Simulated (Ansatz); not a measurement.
# Ti4Pt3: the cost of one run

Method: DFT PBE, scalar-relativistic, plane waves, PAW, in Ansatz 0.2.0.

## Step 1: The structure to begin with

It takes space group P-43m (No. 215, cubic). The conventional cell has a = 4.871 Å, b = 4.871 Å, c = 4.871 Å, α = 90.00°, β = 90.00°, γ = 90.00°. Ti (site symmetry 3m) has 3 Pt at 2.22 Å as nearest neighbours. Pt (site symmetry -42m) is surrounded by 4 Ti at 2.22 Å.

As a file:

```
Ti Pt
1.0
     4.87065    0.00000    0.00000
     0.00000    4.87065    0.00000
     0.00000    0.00000    4.87065
Ti Pt
4 3
Direct
  0.28429 0.71571 0.28429
  0.71571 0.28429 0.28429
  0.28429 0.28429 0.71571
  0.71571 0.71571 0.71571
  0.00000 0.00000 0.50000
  0.50000 0.00000 0.00000
  0.00000 0.50000 0.00000
```

Recipe of the guess: species swapped into a database cell of Sn3As4 (P-43m, No. 215), with Pt on the Sn sites and Ti on the As sites. Lengths come from tabulated atomic sizes and are only a guess.

## Step 2: Probe: one point on a coarse mesh

Contents of input.yaml:

```yaml
crystal:
  lattice:
    - [4.87064589, 0.0, 0.0]
    - [0.0, 4.87064589, 0.0]
    - [0.0, 0.0, 4.87064589]
  atoms:
    - { symbol: Ti, position: [0.28429461, 0.71570539, 0.28429461] }
    - { symbol: Ti, position: [0.71570539, 0.28429461, 0.28429461] }
    - { symbol: Ti, position: [0.28429461, 0.28429461, 0.71570539] }
    - { symbol: Ti, position: [0.71570539, 0.71570539, 0.71570539] }
    - { symbol: Pt, position: [0.0, 0.0, 0.5] }
    - { symbol: Pt, position: [0.5, 0.0, 0.0] }
    - { symbol: Pt, position: [0.0, 0.5, 0.0] }
basis:
  ecutwfc: 420
kpoints:
  mp_grid: { grid: [4, 4, 4] }
hamiltonian:
  xc: pbe
scf:
  occupations: { method: gaussian, width: 0.1 }
  lower_state_search: "off"
output:
  forces: true
  stress: true
  eigenvalues: true
```

The run is started by

```
$ ansatz run input.yaml --threads 1 --pin off --max-ram 2560MiB --backend cpu --events-out ev --progress --plain --runs-dir out
```

Q: Estimate wall time and peak memory on 1 thread of Arm Neoverse V1, shared host.

About 6.1 s, with a peak of 0.35 GiB.
